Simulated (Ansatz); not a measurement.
# CH₆GeSi: basis-set convergence

The task here is to estimate one member of a computed series from the others.

The runs use Ansatz 0.2.0, Gaussian basis; one geometry, several basis sets.

Plan: PBE0-D4/def2-SVP; ωB97M-V/def2-SVP; PBE0-D4/def2-QZVPP; ωB97M-V/def2-QZVPP; the functionals' def2-TZVPP values are taken from earlier runs.

### Structure used throughout

An earlier PBE0-D4 in a triple-zeta def2 set relaxation fixed the geometry.

SMILES `[CH2]1[SiH2][GeH2]1`, 9 atoms, charge 0, spin multiplicity 1.

Atoms are counted from 1 here; the program's logs count them from 0.

Bond lengths: C1–Si2 1.880 Å, C1–Ge3 2.007 Å, C1–H4 1.087 Å, C1–H5 1.087 Å, Si2–Ge3 2.297 Å, Si2–H6 1.482 Å, Si2–H7 1.482 Å, Ge3–H8 1.529 Å, Ge3–H9 1.529 Å. Angles: Si2–C1–Ge3 72.4°, Si2–C1–H4 117.9°, Si2–C1–H5 117.9°, Ge3–C1–H4 115.8°, Ge3–C1–H5 115.8°, H4–C1–H5 111.8°, C1–Si2–Ge3 56.4°, C1–Si2–H6 117.1°, C1–Si2–H7 117.1°, Ge3–Si2–H6 121.0°, Ge3–Si2–H7 120.9°, H6–Si2–H7 112.8°, C1–Ge3–Si2 51.3°, C1–Ge3–H8 114.5°, C1–Ge3–H9 114.5°, Si2–Ge3–H8 122.3°, Si2–Ge3–H9 122.3°, H8–Ge3–H9 114.1°.

Set-up of the first run:

in.yaml reads:

```yaml
crystal:
  periodic: [false, false, false]
  atoms:
    - {symbol: C, position_ang: [-0.726695, 0.082069, -0.693746]}
    - {symbol: Si, position_ang: [0.887506, 0.879513, -0.151414]}
    - {symbol: Ge, position_ang: [-0.040721, -0.948093, 0.885697]}
    - {symbol: H, position_ang: [-1.647521, 0.636631, -0.532938]}
    - {symbol: H, position_ang: [-0.737566, -0.453306, -1.639548]}
    - {symbol: H, position_ang: [0.802104, 2.227258, 0.458898]}
    - {symbol: H, position_ang: [2.050442, 0.731383, -1.057972]}
    - {symbol: H, position_ang: [0.399440, -2.377494, 0.568566]}
    - {symbol: H, position_ang: [-0.898388, -0.824261, 2.145258]}
basis:
  gaussian: {orbitals: def2-SVP}
hamiltonian: {xc: pbe0, dispersion: d4}
output: {orbitals: {seedname: orbitals}}
```

Steps of the session up to this table: PBE0-D4 in def2-SVP; ωB97M-V in def2-SVP; PBE0-D4 in def2-QZVPP; ωB97M-V in def2-QZVPP.

One of the session's tables, all rows but one given; the rest of the session is left out.

It belongs to the step «Density functionals: the series». 

| functional | basis | HOMO (eV) | LUMO (eV) |
| --- | --- | --- | --- |
| PBE0-D4 | def2-SVP | -6.60 | -0.03 |
| PBE0-D4 | def2-TZVPP | -6.60 | -0.27 |
| PBE0-D4 | def2-QZVPP | -6.61 | -0.40 |
| ωB97M-V | def2-SVP | -8.58 | 1.83 |
| ωB97M-V | def2-TZVPP | ? | ? |
| ωB97M-V | def2-QZVPP | -8.61 | 1.09 |

Q: Estimate the row for ωB97M-V, def2-TZVPP from the others.

**Answer.** HOMO (eV): -8.60; LUMO (eV): 1.43. In the column «HOMO (eV)» it lies between ωB97M-V, def2-QZVPP (-8.61) and ωB97M-V, def2-SVP (-8.58).
